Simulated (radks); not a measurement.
# Ce²⁺ in [Kr] 4d10 4f2 5s2 5p5.5 5d0.5: an all-electron calculation

The task here is to estimate one member of a computed series from the others.

Program: radks (a radial shooting solver on a logarithmic mesh, Libxc functionals) version 1. Level of theory: scalar-relativistic Kohn-Sham, BLYP, spin-unpolarised, spherical densities, point nucleus. These are calculated values, not measurements, unless marked.

## The atom as given

```
element       : cerium (Z = 58)
charge        : +2
electrons     : 56
configuration : [Kr] 4d10 4f2 5s2 5p5.5 5d0.5
```

Set-up of the first run:

Input:

```text
Z 58
configuration [Kr] 4d10 4f2 5s2 5p5.5 5d0.5
relativity scalar-relativistic
functional b88,lyp
spin unpolarised
nucleus point
c 137.035999084
```

Among the steps run: Self-consistent calculation.

One table of the session follows, with a row left open; its other results are not shown here.

It belongs to the step «Radial structure». Radial moments (bohr):

| level | <r> | outermost maximum (interpolated) | 90 % within | nodes |
| --- | --- | --- | --- | --- |
| 1s | 0.02457 | 0.0157 | 0.0443 | 0 |
| 2s | 0.1052 | 0.0891 | 0.163 | 1 |
| 2p | 0.09235 | 0.0717 | 0.150 | 0 |
| 3s | 0.2787 | 0.255 | 0.409 | 2 |
| 3p | 0.2767 | 0.249 | 0.414 | 1 |
| 3d | 0.2535 | 0.205 | 0.396 | 0 |
| 4s | 0.6386 | 0.593 | 0.918 | 3 |
| 4p | 0.6769 | 0.620 | 0.985 | 2 |
| 4d | 0.7494 | 0.654 | 1.13 | 1 |
| 5s | 1.536 | 1.38 | 2.21 | 4 |
| 5p | ? | ? | ? | ? |
| 4f | 1.200 | 0.726 | 2.13 | 0 |
| 5d | 2.670 | 2.18 | 4.06 | 2 |

**Question.** Estimate the row for 5p.

As computed: <r>: 1.784; outermost maximum (interpolated): 1.57; 90 % within: 2.60; nodes: 3. In the column «<r>» it lies between 5s (1.536) and 5d (2.670).
